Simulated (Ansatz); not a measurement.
**MnGeF3 (element-swapped structure): how the settings move a single-point run**

Aim: see which settings change the result for MnGeF3 (element-swapped structure), by how much, and at what cost.

Computed with Ansatz 0.2.0 (reference: DFT PBE, plane waves, PAW, scalar-relativistic, no spin polarisation, unless a step's input says otherwise).

**1. The system as given**

It takes space group R-3 (No. 148, trigonal). The conventional cell has a = 5.361 Å, b = 5.361 Å, c = 15.312 Å, α = 90.00°, β = 90.00°, γ = 120.00°. Mn (site symmetry 3) has 6 F at 2.23 to 2.49 Å as nearest neighbours. Around Ge (site symmetry 3) lie 6 F at 2.00 to 2.07 Å. F (site symmetry 1) is surrounded by 2 Ge at 2.00 to 2.07 Å and 2 Mn at 2.23 to 2.49 Å.

Coordinates:

```
Mn Ge F
1.0
     5.36080    0.00000    0.00000
    -2.68040    4.64259    0.00000
    -2.68040    1.54753    5.10410
Mn Ge F
2 2 6
Direct
  0.36388 0.63612 0.09164
  0.63612 0.36388 0.90836
  0.15687 0.84313 0.47061
  0.84313 0.15687 0.52939
  0.55990 0.79600 0.72210
  0.20400 0.04180 0.72210
  0.95820 0.44010 0.72210
  0.44010 0.20400 0.27790
  0.79600 0.95820 0.27790
  0.04180 0.55990 0.27790
```

**2. Reference**

input.yaml

```yaml
crystal:
  lattice:
    - [5.360799, 0.0, 0.0]
    - [-2.680399, 4.642594, 0.0]
    - [-2.680399, 1.547531, 5.104101]
  atoms:
    - { symbol: Mn, position: [0.36388, 0.63612, 0.09164] }
    - { symbol: Mn, position: [0.63612, 0.36388, 0.90836] }
    - { symbol: Ge, position: [0.15687, 0.84313, 0.47061] }
    - { symbol: Ge, position: [0.84313, 0.15687, 0.52939] }
    - { symbol: F, position: [0.5599, 0.796, 0.7221] }
    - { symbol: F, position: [0.204, 0.0418, 0.7221] }
    - { symbol: F, position: [0.9582, 0.4401, 0.7221] }
    - { symbol: F, position: [0.4401, 0.204, 0.2779] }
    - { symbol: F, position: [0.796, 0.9582, 0.2779] }
    - { symbol: F, position: [0.0418, 0.5599, 0.2779] }
  symmetry: { tolerance: 0.0003 }
kpoints:
  mp_grid: { grid: [4, 4, 4], shift: [0, 0, 0] }
magnetization:
  spin_polarized: false
scf:
  occupations: { method: fermi_dirac }
hamiltonian:
  pseudopotentials: { kind: paw }
  xc: pbe
basis:
  ecutwfc: 420
output:
  forces: true
  stress: true
  eigenvalues: true
  write_density: true
  write_potential: true
  elf: true
  volumetric_format: npy
```

Launch:

```console
$ ansatz run input.yaml --threads 1 --pin off --max-ram 2560MiB --backend cpu --events-out ev --progress --plain --runs-dir out
```

**3. Changing settings: occupations.method cold, occupations.width 0.3, mixing.algorithm broyden, mixing.beta 0.7, mixing.ndim 16**

Edit input.yaml of step 2 so:

```diff
@@ -22,3 +22,4 @@
 scf:
-  occupations: { method: fermi_dirac }
+  occupations: { method: cold, width: 0.3 }
+  mixing: { algorithm: broyden, beta: 0.7, ndim: 16 }
 hamiltonian:
@@ -32,5 +33 @@
   eigenvalues: true
-  write_density: true
-  write_potential: true
-  elf: true
-  volumetric_format: npy
```

**4. Changing settings: dr2_threshold 1.0e-09, ecutwfc 300 eV**

Edit input.yaml of step 2 so:

```diff
@@ -23,2 +23,3 @@
   occupations: { method: fermi_dirac }
+  convergence: { dr2_threshold: 1.0e-09 }
 hamiltonian:
@@ -27,3 +28,3 @@
 basis:
-  ecutwfc: 420
+  ecutwfc: "300 eV"
 output:
@@ -32,5 +33 @@
   eigenvalues: true
-  write_density: true
-  write_potential: true
-  elf: true
-  volumetric_format: npy
```

**5. Changing settings: occupations.width 0.001, xc pbesol**

Edit input.yaml of step 2 so:

```diff
@@ -22,6 +22,6 @@
 scf:
-  occupations: { method: fermi_dirac }
+  occupations: { method: fermi_dirac, width: 0.001 }
 hamiltonian:
   pseudopotentials: { kind: paw }
-  xc: pbe
+  xc: pbesol
 basis:
@@ -32,5 +32 @@
   eigenvalues: true
-  write_density: true
-  write_potential: true
-  elf: true
-  volumetric_format: npy
```

**6. The same system, input altered**

Edit input.yaml of step 2 so:

```diff
@@ -23,2 +23,3 @@
   occupations: { method: fermi_dirac }
+  max_iter: 2
 hamiltonian:
@@ -32,5 +33 @@
   eigenvalues: true
-  write_density: true
-  write_potential: true
-  elf: true
-  volumetric_format: npy
```

(Steps that only read results are left out.)

**Question.** What will these runs give? Wanted: for each run, ending; energy change; pressure; gap; force.

**Answer**, as computed:

```tsv
run	ending	energy change	pressure (GPa)	gap (eV)	force (eV/Å)	cycles	time
reference	converged	0	21.6	0.00	2.99	8	19 s
1: occupations.method cold, occupations.width 0.3, mixing.algorithm broyden, mixing.beta 0.7, mixing.ndim 16	converged	+0.9 meV/atom (σ→0)	21.1	0.00	3.00	9	17 s
2: dr2_threshold 1.0e-09, ecutwfc 300 eV	converged	+427.4 meV/atom	20.9	0.00	2.91	11	9.5 s
3: occupations.width 0.001, xc pbesol	converged	not comparable	15.5	0.00	2.83	12	16 s
4: max_iter 2	not converged	-	-	-	-	2	8.2 s
```

Times don't compare one to one where runs were asked for different outputs or read a saved state (see the inputs); cycles may leave out searches for a lower state.

Residual by cycle in the longest SCF loop of each run; runs are numbered as in the table. The quantity is the density residual dr2, in eV.

```tsv
cycle	reference	run 1	run 2	run 3	run 4
1	0.0276	0.0392	0.235	0.447	0.0293
2	0.0519	0.0339	0.308	0.183	0.0523
3	0.0384	0.0214	0.118	0.0128	-
4	0.00647	5.2e-4	0.0296	0.00913	-
5	2.8e-4	1.1e-4	0.0108	0.00105	-
6	4.9e-6	8.9e-6	0.00137	8.4e-4	-
7	1.1e-7	1.6e-6	1.5e-5	3.0e-4	-
8	2.2e-8	2.3e-7	2.5e-6	1.9e-4	-
9	-	8.4e-9	1.2e-7	8.7e-5	-
10	-	-	9.3e-9	7.5e-6	-
11	-	-	5.1e-10	4.1e-6	-
12	-	-	-	4.7e-8	-
```

Run 2 ran under the cutoff that the potentials recommend, as the log warns, so basis error is mixed into its values. The structure is not at rest: the sound run finds 22 GPa, so these are no properties of the relaxed crystal. The reference has no spin polarisation; with Mn present, a magnetic state may lie lower. 1 of the 4 altered inputs did not end normally.

The reference has limits of its own: its mesh is coarse for a cell with so small a gap or none; the structure is made up and not relaxed.
